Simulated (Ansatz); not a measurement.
# Mg3SiN: the cost of one run

Method: DFT PBE, scalar-relativistic, plane waves, PAW, in Ansatz 0.2.0.

2 further runs of the same task are left out: 1 that didn't finish, 1 set aside as unsound or not needed.

## 1. The starting structure

The structure is cubic, space group Pm-3m (No. 221). The conventional cell has a = 4.500 Å, b = 4.500 Å, c = 4.500 Å, α = 90.00°, β = 90.00°, γ = 90.00°. Around Mg (site symmetry 4/mmm) lie 2 Si at 2.25 Å and 8 Mg at 3.18 Å and 4 N at 3.18 Å. Around Si (site symmetry m-3m) lie 6 Mg at 2.25 Å. N (site symmetry m-3m) is surrounded by 12 Mg at 3.18 Å.

Coordinates:

```xyz
5
Lattice="4.5000 0.0000 0.0000 0.0000 4.5000 0.0000 0.0000 0.0000 4.5000" Properties=species:S:1:pos:R:3 pbc="T T T"
Mg    2.2500    0.0000    0.0000
Mg    0.0000    2.2500    0.0000
Mg    0.0000    0.0000    2.2500
Si    0.0000    0.0000    0.0000
N     2.2500    2.2500    2.2500
```

Recipe of the guess: random cell by space group and Wyckoff sites (Pm-3m, No. 221). Its size is a rough estimate.

## 2. A first look at the guess

input.yaml reads:

```yaml
crystal:
  lattice:
    - [4.50004997, 0.0, 0.0]
    - [0.0, 4.50004997, 0.0]
    - [0.0, 0.0, 4.50004997]
  atoms:
    - { symbol: Mg, position: [0.5, 0.0, 0.0] }
    - { symbol: Mg, position: [0.0, 0.5, 0.0] }
    - { symbol: Mg, position: [0.0, 0.0, 0.5] }
    - { symbol: Si, position: [0.0, 0.0, 0.0] }
    - { symbol: "N", position: [0.5, 0.5, 0.5] }
basis:
  ecutwfc: 420
kpoints:
  mp_grid: { grid: [4, 4, 4] }
hamiltonian:
  xc: pbe
scf:
  occupations: { method: gaussian, width: 0.1 }
  lower_state_search: "off"
output:
  forces: true
  stress: true
  eigenvalues: true
```

Started as:

```
$ ansatz run input.yaml --threads 1 --pin off --max-ram 2560MiB --backend cpu --events-out ev --progress --plain --runs-dir out
```

What time and memory should one allow on 1 thread of Intel Xeon Platinum 8488C (Sapphire Rapids), shared host?

About 1.9 s, with a peak of 0.37 GiB.
